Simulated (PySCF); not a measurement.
# CH7NSSi2: geometry, spin-spin couplings

What spin-spin couplings should CH7NSSi2 (`C=N[SiH2]S[SiH3]`) show?

Computed with PySCF 2.14.0, with density-fitted response routines of our own, on a single molecule in the gas phase. Atoms count from 0, in the outputs and in this text.

### Step 1. The starting structure

12 atoms, charge 0, multiplicity 1; geometry from: GFN2-xTB. The atoms were then displaced at random by about 0.01 Å, so the start is not that level's minimum.

Bonds of the start (Å): C0–N1 1.23, N1–Si2 1.72, Si2–S3 2.19, S3–Si4 2.11, C0–H5 1.10, C0–H6 1.10, Si2–H7 1.43, Si2–H8 1.44, Si4–H9 1.46, Si4–H10 1.47, Si4–H11 1.45.

### Step 2. Optimising the geometry at PBE0-D3(BJ)/def2-SVP

What the job is given:

```
{"job": {"xc": "PBE0", "basis": "def2-SVP", "d3": "d3bj", "grid": 1, "shake": 0.01, "kind": "geom"}, "charge": 0, "multiplicity": 1}
C     -1.817200     1.050030     1.069640
N     -1.066200     0.687250     0.165150
Si    -0.975940    -0.684980    -0.864740
S      0.816040    -1.742490    -0.166440
Si     2.293830    -0.237600    -0.076240
H     -2.749650     0.556480     1.370290
H     -1.610310     1.999490     1.592930
H     -1.970940    -1.705090    -0.849050
H     -0.705340    -0.087730    -2.142870
H      3.486360    -1.007210     0.247120
H      1.956370     0.711350     1.000350
H      2.382650     0.432250    -1.355160
```

Launch:

```
$ OMP_NUM_THREADS=1 python probes_run.py task.json out
```

One launch serves the whole session: the jobs run in the order shown.

**Question.** This job is followed by: B3LYP/6-31G* indirect spin-spin coupling, non-relativistic, gas phase. Predict these results of the whole session: point group; rotational constants (main isotopes); largest coupling of the table (B3LYP/6-31G*).

As calculated:

| quantity | value |
| --- | --- |
| point group | C1 |
| rotational constants (main isotopes) | 3.63, 1.61, 1.25 GHz |
| largest coupling of the table (B3LYP/6-31G*) | ¹J(Si,H) Si2–H7, -205.2 Hz (mean over like pairs) |

In words: The start of the PBE0/def2-SVP relaxation was shaken at random by about 0.01 Å, so part of the energy gained, and of the first lengths quoted, undoes that. Over 7 steps the energy fell by 0.325 eV; of the close pairs, Si2–H7 changed most, 1.425 to 1.497 Å. In the run at B3LYP/6-31G*, the largest coupling of the table is Si2–H7 (mean over like pairs), -205.2 Hz, of which the Fermi-contact term gives -205.4 Hz. Couplings across rotatable bonds belong to this one conformer; where others are populated, the observed values are averages. Couplings from bases without tight functions are rough.
